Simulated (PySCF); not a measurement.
# Cu2H12N4Se2 ([(NH3)2Cu(mu-Se)2Cu(NH3)2]): the cost of one run

Computed with PySCF 2.14.0 and routines of our own; the level stands in each step. Atoms count from 0.

## 1. The system as given

20 atoms, charge 0, high-spin multiplicity 3; geometry from: idealised, bond lengths from ionic radii.

The system (edge-sharing dimer): [(NH3)2Cu(mu-Se)2Cu(NH3)2]. The metals (Cu(II), Cu(II)) are 3.20 Å apart; the bridge angle is 85°; the spin sites are atom 0 (1 unpaired) and atom 1 (1 unpaired).

## 2. Magnetic exchange: PBE0/def2-SVP H:def2-SV(P) in water

Job settings and geometry (Å):

```
{"job": {"kind": "bs", "xc": "PBE0", "basis": {"default": "def2-SVP", "H": "def2-SV(P)"}, "grid": 1, "solvent": "water"}, "charge": 0, "high_spin_multiplicity": 3, "spin_sites": [[[0], 1], [[1], 1]]}
Cu    -1.598500    -0.000000    -0.000000
Cu     1.598500    -0.000000    -0.000000
Se     0.000000     1.744500    -0.000000
Se     0.000000    -1.744500    -0.000000
N     -2.991900    -1.434700    -0.000000
H     -3.247800    -1.698100     0.951600
H     -3.838900    -1.124000    -0.475800
H     -2.656600    -2.272300    -0.475800
N     -2.991900     1.434700    -0.000000
H     -3.247800     1.698100     0.951600
H     -2.656600     2.272300    -0.475800
H     -3.838900     1.124000    -0.475800
N      2.991900     1.434700    -0.000000
H      3.247800     1.698100     0.951600
H      3.838900     1.124000    -0.475800
H      2.656600     2.272300    -0.475800
N      2.991900    -1.434700    -0.000000
H      3.247800    -1.698100     0.951600
H      2.656600    -2.272300    -0.475800
H      3.838900    -1.124000    -0.475800
```

With the program's defaults for keys left out, this is: PBE0/def2-SVP H:def2-SV(P) high-spin and broken-symmetry single points, IEF-PCM water.

Launch:

```console
$ OMP_NUM_THREADS=1 python exch_run.py task.json out
```

This one command runs all jobs of the session in turn.

Q: Estimate the wall time and peak memory of this first job on 1 thread of Arm Neoverse N1, shared host.

About 2.8 min, with a peak of 1.1 GiB.
